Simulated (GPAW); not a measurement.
MgB, 2 atoms in the cell. It takes space group Pm-3m (No. 221, cubic). The conventional cell has a = 2.895 Å, b = 2.895 Å, c = 2.895 Å, α = 90.00°, β = 90.00°, γ = 90.00°. Mg (site symmetry m-3m) has 8 B at 2.51 Å as nearest neighbours. Around B (site symmetry m-3m) lie 8 Mg at 2.51 Å. The cell was built by a generator and needn't be a form met in nature.

```yaml
Program: GPAW 26.7.0
Task: relaxation of cell and atoms
Functional: PBE
Potentials_or_basis: GPAW PAW data sets (gpaw-data 1.2.1)
Cutoff: 800 eV
Basis: pw
k_mesh: 9 × 9 × 9
Occupations: fermi-dirac, width 0.05 eV
Spin: no spin polarisation
Target_pressure: 10 GPa
Maxiter: 150
Optimizer: BFGS
Fmax: 0.02 eV/Å
Max_steps: 60
Target_pressure: 10 GPa
Convergence: density=1e-05 forces=0.0001
```

Potentials or basis: GPAW PAW data sets (gpaw-data 1.2.1), pw.

Command:

```bash
$ OMP_NUM_THREADS=1 python run.py
```

Hardware: 1 thread of Intel(R) Xeon(R) Platinum 8259CL CPU @ 2.50GHz (Skylake/Cascade Lake), on a shared host.

How long does it take, and how much memory?

It took 35 s on 1 thread of Intel(R) Xeon(R) Platinum 8259CL CPU @ 2.50GHz (Skylake/Cascade Lake), on a shared host, peak memory 0.2 GiB. Counts: scf iterations 33, plane waves 1267, bands 15, k points 35, ion steps 4.
